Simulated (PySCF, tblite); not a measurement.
# C₆H₃N₂O radical: geometry, infrared bands and EPR parameters

Wanted: the infrared bands and EPR parameters of C₆H₃N₂O radical (`N#C/[C]=C(\C=O)CC#N`), by calculation.

Programs: tblite 0.8.0 and PySCF 2.14.0, with density-fitted response routines of our own. Each step states its level of theory. These are calculated values for one molecule in the gas phase, unless marked as measured. Atoms count from 0, in the outputs and in this text.

## (1) The starting structure

12 atoms, charge 0, multiplicity 2; geometry from: force field or distance geometry start.

Bonds of the start (Å): N0–C1 1.16, C1–C2 1.45, C2–C3 1.32, C3–C4 1.47, C4–O5 1.26, C3–C6 1.49, C6–C7 1.46, C7–N8 1.16, C4–H9 1.08, C6–H10 1.11, C6–H11 1.11.

## (2) Relaxing the molecule with GFN2-xTB

The job: settings as JSON, then the geometry in Å.

```
{"job": {"kind": "relax", "xc": "GFN2-xTB", "basis": "xTB"}, "charge": 0, "multiplicity": 2}
N      0.117200     3.359900     0.159400
C      0.621700     2.335500    -0.039900
C      1.275500     1.059700    -0.238400
C      0.588300    -0.044700     0.003800
C      1.270300    -1.325900    -0.207000
O      0.726900    -2.443500    -0.011800
C     -0.815800    -0.038900     0.507500
C     -1.648000    -0.748100    -0.464700
N     -2.310700    -1.298300    -1.248200
H      2.289800    -1.284100    -0.573600
H     -1.161700     1.012000     0.616900
H     -0.952200    -0.584200     1.469900
```

Launch:

```sh
> OMP_NUM_THREADS=1 python probes_run.py task.json out
```

One launch serves the whole session: the jobs run in the order shown.

Standard output:

```text
step      E/eV     max force
  0    -654.34600    4.210
  1    -654.41629    8.491
  2    -654.67210    4.333
  3    -654.67413    3.882
  4    -654.80412    0.894
  5    -654.80824    1.750
  6    -654.83104    0.673
  7    -654.84357    0.523
  8    -654.85632    0.501
  9    -654.86721    0.420
 10    -654.88715    0.513
 11    -654.91655    0.575
 12    -654.93882    0.511
 13    -654.95438    0.542
 14    -654.97330    0.428
 15    -654.98836    0.457
 16    -655.00478    0.335
 17    -655.01750    0.614
 18    -655.03047    0.745
 19    -655.04499    0.438
 20    -655.06221    0.407
 21    -655.08927    0.415
 22    -655.10639    0.426
 23    -655.12329    0.596
 24    -655.11074    1.599
 25    -655.13691    0.197
 26    -655.14068    0.210
 27    -655.14808    0.343
 28    -655.14954    0.217
 29    -655.15290    0.158
 30    -655.15548    0.188
 31    -655.15901    0.172
 32    -655.16196    0.175
 33    -655.16525    0.204
 34    -655.16773    0.291
 35    -655.16963    0.134
 36    -655.17118    0.227
 37    -655.17289    0.194
 38    -655.17485    0.156
 39    -655.17640    0.115
 40    -655.17760    0.088
 41    -655.17837    0.067
 42    -655.17901    0.120
 43    -655.17927    0.118
 44    -655.17981    0.051
 45    -655.18006    0.128
 46    -655.18038    0.144
 47    -655.18089    0.144
 48    -655.18155    0.123
 49    -655.18223    0.078
 50    -655.18271    0.038
 51    -655.18294    0.038
 52    -655.18313    0.048
 53    -655.18325    0.042
 54    -655.18337    0.104
 55    -655.18348    0.046
 56    -655.18355    0.017
 57    -655.18359    0.019
 58    -655.18364    0.027
 59    -655.18369    0.019
 60    -655.18374    0.023
 61    -655.18382    0.025
 62    -655.18396    0.036
 63    -655.18419    0.049
 64    -655.18445    0.052
 65    -655.18466    0.056
 66    -655.18480    0.042
 67    -655.18491    0.037
 68    -655.18506    0.032
 69    -655.18527    0.035
 70    -655.18548    0.038
 71    -655.18562    0.044
 72    -655.18576    0.047
 73    -655.18593    0.050
 74    -655.18616    0.047
 75    -655.18644    0.056
 76    -655.18676    0.065
 77    -655.18716    0.077
 78    -655.18760    0.076
 79    -655.18827    0.069
 80    -655.18881    0.089
 81    -655.18932    0.103
 82    -655.18973    0.090
 83    -655.19006    0.054
 84    -655.18998    0.245
 85    -655.19027    0.042
 86    -655.19037    0.049
 87    -655.19060    0.101
 88    -655.19083    0.229
 89    -655.19122    0.069
 90    -655.19161    0.035
 91    -655.19189    0.081
 92    -655.19227    0.103
 93    -655.19264    0.066
 94    -655.19313    0.101
 95    -655.19344    0.060
 96    -655.19327    0.110
 97    -655.19365    0.044
 98    -655.19373    0.044
 99    -655.19385    0.070
100    -655.19390    0.027
101    -655.19393    0.039
102    -655.19395    0.030
103    -655.19397    0.011
104    -655.19399    0.018
105    -655.19402    0.010
106    -655.19404    0.019
107    -655.19406    0.022
108    -655.19408    0.025
109    -655.19411    0.026
110    -655.19414    0.022
111    -655.19418    0.027
112    -655.19421    0.037
113    -655.19424    0.043
114    -655.19428    0.041
115    -655.19433    0.035
116    -655.19437    0.038
117    -655.19438    0.026
118    -655.19441    0.017
119    -655.19442    0.010
```

Wall time 0.8 s (1 thread of Arm Neoverse V1, shared host); peak memory 0.18 GiB.

Relaxation path: (not every step is listed)

| step | energy from step 0 (eV) | largest force (eV/Å) |
| --- | --- | --- |
| 0 | 0.0000 | 4.2103 |
| 1 | -0.0703 | 8.4911 |
| 2 | -0.3261 | 4.3327 |
| 3 | -0.3281 | 3.8822 |
| 4 | -0.4581 | 0.8941 |
| 5 | -0.4622 | 1.7498 |
| 6 | -0.4850 | 0.6734 |
| 7 | -0.4976 | 0.5230 |
| 8 | -0.5103 | 0.5014 |
| 18 | -0.6845 | 0.7455 |
| 28 | -0.8035 | 0.2171 |
| 38 | -0.8288 | 0.1563 |
| 48 | -0.8356 | 0.1232 |
| 58 | -0.8376 | 0.0266 |
| 68 | -0.8391 | 0.0324 |
| 78 | -0.8416 | 0.0759 |
| 88 | -0.8448 | 0.2291 |
| 98 | -0.8477 | 0.0443 |
| 108 | -0.8481 | 0.0255 |
| 114 | -0.8483 | 0.0411 |
| 115 | -0.8483 | 0.0346 |
| 116 | -0.8484 | 0.0384 |
| 117 | -0.8484 | 0.0256 |
| 118 | -0.8484 | 0.0173 |
| 119 | -0.8484 | 0.0100 |

Close pairs (by a distance rule), those that changed most:

| bond | before (Å) | after (Å) | change (Å) |
| --- | --- | --- | --- |
| C1–C2 | 1.447 | 1.319 | -0.128 |
| C4–O5 | 1.258 | 1.197 | -0.061 |
| C3–C4 | 1.467 | 1.494 | +0.027 |
| C3–C6 | 1.492 | 1.517 | +0.025 |
| C7–N8 | 1.164 | 1.142 | -0.023 |
| C2–C3 | 1.323 | 1.303 | -0.020 |
| C6–C7 | 1.463 | 1.443 | -0.020 |
| C6–H11 | 1.115 | 1.095 | -0.019 |

The end geometry stands in the next job.

## (3) Infrared spectrum with GFN2-xTB

The job: settings as JSON, then the geometry in Å.

```
{"job": {"kind": "ir", "xc": "GFN2-xTB", "basis": "xTB"}, "charge": 0, "multiplicity": 2}
N      1.267030     3.552238    -0.655914
C      0.931412     2.461157    -0.408265
C      0.520560     1.242567    -0.112848
C      0.300777    -0.011753     0.163077
C      1.382348    -1.037446     0.062675
O      1.227493    -2.182016     0.378105
C     -1.048522    -0.560060     0.587046
C     -1.915000    -0.640528    -0.564496
N     -2.584817    -0.696611    -1.487510
H      2.337326    -0.643727    -0.316152
H     -1.516343     0.082649     1.337001
H     -0.901065    -1.567156     0.991254
```

Standard output:

```text
mode    cm-1     km/mol
  1      20.2      4.27
  2      42.5      2.37
  3      78.6     16.09
  4     135.2      9.16
  5     174.4      0.84
  6     255.9     17.71
  7     349.5      8.47
  8     373.0      2.36
  9     393.3     13.16
 10     417.6     18.39
 11     493.4      1.58
 12     510.8      2.87
 13     572.3      5.82
 14     768.9     18.28
 15     882.5     17.61
 16     898.1     27.55
 17     985.3     13.94
 18    1038.9     43.91
 19    1117.5     43.16
 20    1151.6      8.31
 21    1238.2     29.80
 22    1338.8     19.86
 23    1386.1     13.62
 24    1738.0    513.88
 25    1850.4      2.68
 26    2147.3     38.88
 27    2410.0    193.86
 28    2842.9     59.77
 29    2953.8      2.40
 30    2973.4      2.00
```

Wall time 0.33 s (1 thread of Arm Neoverse V1, shared host); peak memory 0.18 GiB.

The strongest bands and the atoms that carry them (share of the mass-weighted mode):

| cm⁻¹ | km/mol | atoms |
| --- | --- | --- |
| 898 | 27.6 | H9 29 %, C4 25 %, C6 15 %, H10 11 % |
| 1039 | 43.9 | C3 35 %, H11 21 %, H10 12 %, C4 10 % |
| 1118 | 43.2 | C3 47 %, H10 23 %, C6 13 % |
| 1238 | 29.8 | H11 42 %, C6 31 %, H10 24 % |
| 1738 | 513.9 | C4 49 %, O5 36 % |
| 2147 | 38.9 | C1 62 %, N0 33 % |
| 2410 | 193.9 | C7 60 %, N8 39 % |
| 2843 | 59.8 | H9 93 % |

## (4) EPR parameters: B3LYP/pcH-1

Same as in step 3 but for these lines:

```diff
@@ -1,2 +1,2 @@
-{"job": {"kind": "ir", "xc": "GFN2-xTB", "basis": "xTB"}, "charge": 0, "multiplicity": 2}
+{"job": {"kind": "epr", "basis": "pcH-1"}, "charge": 0, "multiplicity": 2}
 N      1.267030     3.552238    -0.655914
```

Level: UKS B3LYP, pcH-1 on C H N O, non-relativistic, mean-field spin-orbit, GIAO.

Standard output:

```text
UKS, coarse grid
  cycle   1  E = -414.85771173  |g| = 6.77e-01
  cycle   2  E = -413.33144947  |g| = 1.94e+00
  cycle   3  E = -415.02189544  |g| = 2.31e-01
  cycle   4  E = -415.03642423  |g| = 1.94e-01
  cycle   5  E = -415.05308280  |g| = 6.59e-02
  cycle   6  E = -415.05503605  |g| = 2.33e-02
  cycle   7  E = -415.05528653  |g| = 1.30e-02
  cycle   8  E = -415.05539693  |g| = 5.94e-03
  cycle   9  E = -415.05543637  |g| = 4.49e-03
  cycle  10  E = -415.05545795  |g| = 2.40e-03
  cycle  11  E = -415.05546567  |g| = 1.96e-03
  cycle  12  E = -415.05547038  |g| = 8.89e-04
UKS, final grid
  cycle   1  E = -415.05546254  |g| = 1.81e-03
  cycle   2  E = -415.05545452  |g| = 4.82e-03
  cycle   3  E = -415.05546453  |g| = 3.55e-04
  cycle   4  E = -415.05546469  |g| = 2.99e-04
  cycle   5  E = -415.05546500  |g| = 2.19e-04
  cycle   6  E = -415.05546505  |g| = 4.09e-05
  cycle   7  E = -415.05546506  |g| = 4.56e-05
  cycle   8  E = -415.05546506  |g| = 1.43e-05
E = -415.05546506 Eh   <S^2> = 0.7763 (exact 0.7500)
g shifts (ppm)      1          2          3
  rmc          -188       -188       -188
  gc             29         12         39
  oz_so        -223         29       1456
  total        -382       -148       1307
hyperfine (MHz)  atom isotope    a_iso     a_fc   dipolar eigenvalues
    0   14N      11.39      11.39    -23.49    -14.11     37.60
    1   13C     -66.95     -66.95    -21.73     -4.09     25.82
    2   13C      79.23      79.23    -69.88    -49.13    119.01
    3   13C     -47.69     -47.69    -16.73      5.88     10.85
    4   13C      73.99      73.99     -5.41     -3.01      8.42
    5   17O      -0.56      -0.56    -12.30      0.49     11.81
    6   13C      52.08      52.08     -5.90     -5.36     11.26
    7   13C      -8.76      -8.76     -0.60     -0.14      0.74
    8   14N       0.18       0.18     -0.33     -0.18      0.52
    9    1H       5.93       5.93     -4.12     -1.39      5.51
   10    1H      -8.98      -8.98     -4.37     -1.31      5.68
   11    1H       3.75       3.75     -3.11     -0.85      3.96
```

It took 66 s on 1 thread of Arm Neoverse V1, shared host; peak memory 1 GiB.

Principal g values 2.00194, 2.00217, 2.00363; g(iso) = 2.00258, against 2.00232 for a free electron.

Mean a(iso) over the nuclei that a row names, and the largest dipolar term of the row (other rows stand at the frozen geometry):

| nuclei | isotope | a(iso) (MHz) | a(iso) (G, at g = 2.0023) | largest dipolar term (MHz) |
| --- | --- | --- | --- | --- |
| C2 | 13C | 79.2 | 28.3 | 119.0 |
| C4 | 13C | 74.0 | 26.4 | 8.4 |
| C1 | 13C | -67.0 | -23.9 | 25.8 |
| C6 | 13C | 52.1 | 18.6 | 11.3 |
| C3 | 13C | -47.7 | -17.0 | -16.7 |
| N0 | 14N | 11.4 | 4.1 | 37.6 |
| C7 | 13C | -8.8 | -3.1 | 0.7 |
| H9 | 1H | 5.9 | 2.1 | 5.5 |
| H10, H11 | 1H | -2.6 | -0.9 | 5.7 |
| O5 | 17O | -0.6 | -0.2 | -12.3 |
| N8 | 14N | 0.2 | 0.1 | 0.5 |

Mulliken spin populations:

| atom | value (e) |
| --- | --- |
| N0 | 0.48 |
| C1 | -0.24 |
| C2 | 0.82 |
| C3 | -0.17 |
| C4 | 0.05 |
| O5 | -0.01 |
| C6 | 0.05 |
| C7 | -0.01 |
| N8 | 0.01 |
| H9 | 0.01 |
| H10 | 0.00 |
| H11 | 0.00 |

In first order the couplings over 0.8 MHz of 14N, 1H give 18 distinct lines over 12.1 G, if the averaged nuclei exchange fast.

Orbitals, density, ELF and potential are computed afterwards from the orbital file.

ELF in a plane through or near 6 of the atoms.

Ten even steps from '0' (0.00) to '9' (0.97):
```
0000000000000000000000000000
0000000000000000000000000000
0000000000000000000000000000
0000000000000000011000000000
0000111000000001222100000000
0004776321010003565310000000
0017997653231004666520000000
0039941867776116876420000000
0038944767767336996200000000
0016777749228687564000000000
0002444668678247467300000000
0000001124434882012100000000
0000000000003873220000000000
0000000000388228897100000000
0000000001999776598200000000
0000000002897248986000000000
0000000000341027863000000000
0000000000000002310000000000
0000000000000000000000000000
0000000000000000000000000000
```
The map spans 12.6 Å across and 9.8 Å up, centred on the molecule. Atoms in the plane (x, y in Å): N0 (-3.7, 1.1), C1 (-2.6, 0.7), C2 (-1.3, 0.3), C3 (-0.1, -0.3), C4 (0.0, -1.7), O5 (1.1, -2.3).

On the surface of density 0.002 e/bohr³ the electrostatic potential runs, from the 1st to the 99th percentile, from -1.58 V near N8 to 1.79 V near H10.

The spin density lies nearest to C2 43 %; N0 30 %; C1 10 % (beta excess); C3 6 % (beta excess).

## (5) Outcome

| quantity | value |
| --- | --- |
| strongest single infrared mode (GFN2-xTB) | 1738 cm⁻¹, 514 km/mol |
| zero-point energy (GFN2-xTB) | 45.1 kcal/mol |
| g(iso) (B3LYP) | 2.00258 |
| ⟨S²⟩ | 0.776 (exact 0.75) |
| largest a(iso) (averaged by class) | 13C on C2, 79.2 MHz |
| surface potential, 1st and 99th percentile | -1.58 V and 1.79 V |

What this shows: The optimisation took 119 steps and gained 0.848 eV; among the close pairs (by a distance rule), C1–C2 changed most, from 1.447 to 1.319 Å. No mode is imaginary among the 30: a minimum at this level. The strongest single mode, at 1738 cm⁻¹, moves mainly C4 and O5. Unscaled tight-binding wavenumbers are off by several per cent, some by more. Its intensities can rank the bands wrongly. C2 carries the largest spin population, 0.82 e. The isotropic g lies 0.3 ppt above the free-electron value.
